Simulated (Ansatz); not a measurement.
# TiNi: how the settings move a single-point run

Question: which choices in the input matter for TiNi?

Program: Ansatz 0.2.0. Level of theory: reference: DFT, r2SCAN, PAW with Ansatz's default frozen-core files, scalar-relativistic. These are calculated values, not measurements.

## 1. The structure to begin with

It takes space group Pm-3m (No. 221, cubic). Conventional cell: a = 2.988 Å, b = 2.988 Å, c = 2.988 Å, α = 90.00°, β = 90.00°, γ = 90.00°. Around Ti (site symmetry m-3m) lie 8 Ni at 2.59 Å. Around Ni (site symmetry m-3m) lie 8 Ti at 2.59 Å.

As a file:

```
Ti Ni
1.0
     2.98807    0.00000    0.00000
     0.00000    2.98807    0.00000
     0.00000    0.00000    2.98807
Ti Ni
1 1
Cartesian
  1.4940 1.4940 1.4940
  0.0000 0.0000 0.0000
```

## 2. The reference run

File input.yaml:

```yaml
crystal:
  lattice:
    - [2.98806613, 0.0, 0.0]
    - [0.0, 2.98806613, 0.0]
    - [0.0, 0.0, 2.98806613]
  atoms:
    - { symbol: Ti, position: [0.5, 0.5, 0.5], spin: 1.0 }
    - { symbol: Ni, position: [0.0, 0.0, 0.0], spin: -1.5 }
magnetization:
  spin_polarized: true
kpoints:
  mp_grid: { grid: [11, 11, 11] }
scf:
  occupations: { method: fermi_dirac, width: 0.05 }
  lower_state_search: "off"
hamiltonian:
  xc: r2scan
  pseudopotentials: { kind: paw }
output:
  forces: true
  stress: true
  eigenvalues: true
  populations: true
  write_density: true
  write_potential: true
  elf: true
  volumetric_format: npy
```

Launch:

```
$ ansatz run input.yaml --threads 1 --pin off --max-ram 3072MiB --backend cpu --events-out ev --progress --plain --runs-dir out
```

## 3. Variant: xc pbesol, ecutwfc 200 eV

input.yaml: that of step 2 with these lines changed.

```diff
@@ -16,3 +16,3 @@
 hamiltonian:
-  xc: r2scan
+  xc: pbesol
   pseudopotentials: { kind: paw }
@@ -23,5 +23,3 @@
   populations: true
-  write_density: true
-  write_potential: true
-  elf: true
-  volumetric_format: npy
+basis:
+  ecutwfc: "200 eV"
```

Q: Predict the outcome of this session. Wanted: for each run, ending; energy change; pressure; gap; force.

The runs gave:

| run | ending | energy change | pressure (GPa) | gap (eV) | force (eV/Å) | cycles | time |
| --- | --- | --- | --- | --- | --- | --- | --- |
| reference | converged | - | 0.2 | 0.00 | 0.00 | 28 | 98 s |
| 1: xc pbesol, ecutwfc 200 eV | converged | not comparable | -9.4 | 0.00 | 0.00 | 23 | 9.1 s |

Times don't compare one to one where runs were asked for different outputs or read a saved state (see the inputs); cycles may leave out searches for a lower state.

Residual by cycle in the longest SCF loop of each run; runs are numbered as in the table. The quantity is the density residual dr2, in eV.

```csv
cycle,reference,run 1
1,10.6,7.6
3,0.632,42.3
6,0.0645,0.0137
8,6.7e-4,0.00662
11,2.2e-4,0.00197
13,5.1e-5,0.00104
16,3.8e-6,1.6e-5
18,9.8e-8,1.3e-7
21,6.7e-7,1.6e-8
23,1.3e-7,8.2e-11
26,1.7e-10,-
28,3.0e-11,-
```

A change of functional puts the total energy on another scale; the pressure goes from 0.2 to -9.4 GPa. The cutoff changed too. The cutoff is under what these potentials recommend, as the log warns, so basis error is mixed in. Run 1 ran under the cutoff that the potentials recommend, as the log warns, so basis error is mixed into its values.
